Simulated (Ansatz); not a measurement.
Write a Python script for Ansatz's Python interface that makes a comparison of dispersion corrections of CH4ClFOSn, SMILES [CH3][Sn]([OH])([F])[Cl]. Use (for the species named): BLYP, def2-SVP basis, multiplicity 1, D3BJ dispersion.

```xyz
9

C    -1.3009   -0.0497   -0.1705
Sn    0.7852   -0.0109   -0.3258
O     1.5200   -0.8933    1.2592
F     1.4047   -0.9594   -1.9270
Cl    1.5684    2.2043   -0.4560
H    -1.6570    0.5592    0.7305
H    -1.7513    0.4966   -1.0715
H    -1.6789   -1.0327   -0.1358
H     1.1983   -0.3604    2.0797
```

Script `disp_ch4clfosn.py`:
```python
"""Size of D3 and D4 in CH4ClFOSn."""

import ansatz as az

GEOMETRY = """
C    -1.30090   -0.04970   -0.17050
Sn    0.78520   -0.01090   -0.32580
O     1.52000   -0.89330    1.25920
F     1.40470   -0.95940   -1.92700
Cl    1.56840    2.20430   -0.45600
H    -1.65700    0.55920    0.73050
H    -1.75130    0.49660   -1.07150
H    -1.67890   -1.03270   -0.13580
H     1.19830   -0.36040    2.07970
"""

geometry = az.Crystal.molecule()
for line in GEOMETRY.strip().splitlines():
    symbol, *xyz = line.split()
    geometry = geometry.atom(symbol, [float(v) for v in xyz])

job = (
    geometry.calculation()
    .basis(gaussian="def2-SVP")
    .accuracy("medium")
)
for name in ["blyp", "pbe0"]:
    for correction in ("d3bj", "d4"):
        data = job.functional(name, dispersion=correction).run(threads=1, backend="cpu").report
        print(f"{name:8s} {correction:5s} total {data['free_energy_ev']:.5f} eV, of which dispersion {1000 * data['dispersion']['energy']['ev']:.2f} meV")
```

```console
$ python disp_ch4clfosn.py
blyp     d3bj  total -24211.18794 eV, of which dispersion -424.08 meV
blyp     d4    total -24211.19474 eV, of which dispersion -430.88 meV
pbe0     d3bj  total -24203.83950 eV, of which dispersion -174.28 meV
pbe0     d4    total -24203.84094 eV, of which dispersion -175.72 meV
```

What to keep in mind:
- The settings weren't tested for convergence.
- The geometry is a force-field or estimated start, not a minimum of this method, and the basis set is short of its limit. D4 holds the three-body term, and d3bj doesn't.
- def2 sets replace the cores of elements past krypton by effective core potentials.
- The whole script took 16 s on 1 thread of Arm Neoverse V1, with other jobs on the host, peak memory 0.29 GiB.

(Lines on the test bed's own set-up are left out of the output.)
